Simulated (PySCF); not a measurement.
**ZrCl: bond curves at several levels of theory**

The task here is to estimate one member of a computed series from the others.

Computed with PySCF 2.14.0. Level: Zr def2-TZVPPD with ECP28, Cl def2-TZVPPD, scalar-relativistic core potentials.

Set-up of the first run:

The job is set up so:

```
atoms                         : Zr, Cl
charge                        : 0
basis                         : Zr def2-TZVPPD with ECP28, Cl def2-TZVPPD
Hamiltonian                   : scalar-relativistic core potentials
basis functions               : 107
electrons treated             : 29
masses in u                   : 89.9047, 34.9689
levels                        : PBE0, PBE, r²SCAN, LDA, B97-3, PW91, M06-L, revPBE, HSE06, HF, MP2, SCS-MP2, CCSD, CCSD(T)
grid                          : 80 radial by 434 angular points
occupations                   : held fixed by the projection of orbital angular momentum
dissociation limit            : Zr + Cl, each in its ground configuration
starting distance in angstrom : 2.375
values of 2S to try           : 1, 3, 5
```

Run with:

```
$ OMP_NUM_THREADS=2 python dia.py task.json out
```

Steps of the session up to this table: Input; The PBE0 curve of the state that the search chose; Higher solutions at PBE0; PBE; r²SCAN (meta-GGA); LDA; B97-3; PW91 (GGA); M06-L (meta-GGA); revPBE (GGA); HSE06 (range-separated hybrid); UHF; MP2 and coupled cluster.

One of the session's tables, all rows but one given; the rest of the session is left out.

It belongs to the step «Constants by level of theory». 

```
      level  Re (Å)  ωe (cm⁻¹)  De (eV)
        UHF   2.409        360     3.71
    UHF-MP2   2.329        393     4.77
UHF-SCS-MP2   2.349        384     4.28
   UHF-CCSD   2.354        385     4.34
UHF-CCSD(T)       ?          ?        ?
        LDA   2.285        411     5.63
        PBE   2.323        387     5.07
     revPBE   2.335        379     4.92
       PW91   2.322        388     5.12
     r²SCAN   2.330        389     5.18
      M06-L   2.340        385     4.52
       PBE0   2.326        390     4.91
      B97-3   2.345        378     4.38
      HSE06   2.328        389     4.88
```

**Question.** Estimate the row for UHF-CCSD(T).

**Answer.** Re (Å): 2.348; ωe (cm⁻¹): 387; De (eV): 4.42. In the column «Re (Å)» it lies between B97-3 (2.345) and UHF-SCS-MP2 (2.349).
